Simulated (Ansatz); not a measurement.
# Cl2Ti: the cost of one run

Program: Ansatz 0.2.0, Gaussian basis. Level of theory: the settings change from run to run. These are calculated values, not measurements.

12 further runs of the same task are left out: 9 that didn't finish, 3 set aside as unsound or not needed.

### Step 1. What is computed

The geometry is a PBE0/def2-TZVP stationary point (not a proven minimum) with its atoms shifted at random (size 0.040 Å).

3 atoms, charge 0, spin multiplicity 1.

Atoms are counted from 1 here; the program's logs count them from 0.

Bond lengths: Ti1–Cl2 2.272 Å, Ti1–Cl3 2.208 Å. Angles: Cl2–Ti1–Cl3 178.6°.

Geometry (Å):

```xyz
3

Ti   -0.01543   -0.00901    0.02164
Cl   -0.01627   -0.02515   -2.25045
Cl    0.03170    0.03416    2.22881
```

### Step 2. CISD/def2-SVP

Contents of in.yaml:

```yaml
crystal:
  periodic: [false, false, false]
  atoms:
    - {symbol: Ti, position_ang: [-0.015433, -0.009008, 0.021640]}
    - {symbol: Cl, position_ang: [-0.016266, -0.025151, -2.250453]}
    - {symbol: Cl, position_ang: [0.031698, 0.034159, 2.228813]}
basis:
  gaussian: {orbitals: def2-SVP}
correlation: {active_space: {ras: {orbitals: [9, 0, 39], electrons: 18, max_holes: 2, max_particles: 2}, fixed_orbitals: true}}
scf: {lower_state_search: off}
output: {forces: true}
```

Run with:

```sh
$ ansatz run in.yaml --threads 1 --pin off --events-out ev --progress --plain --max-ram 2393MiB
```

What time and memory should one allow on 1 thread of Arm Neoverse V1, shared host?

About 9.5 s, with a peak of 0.25 GiB.
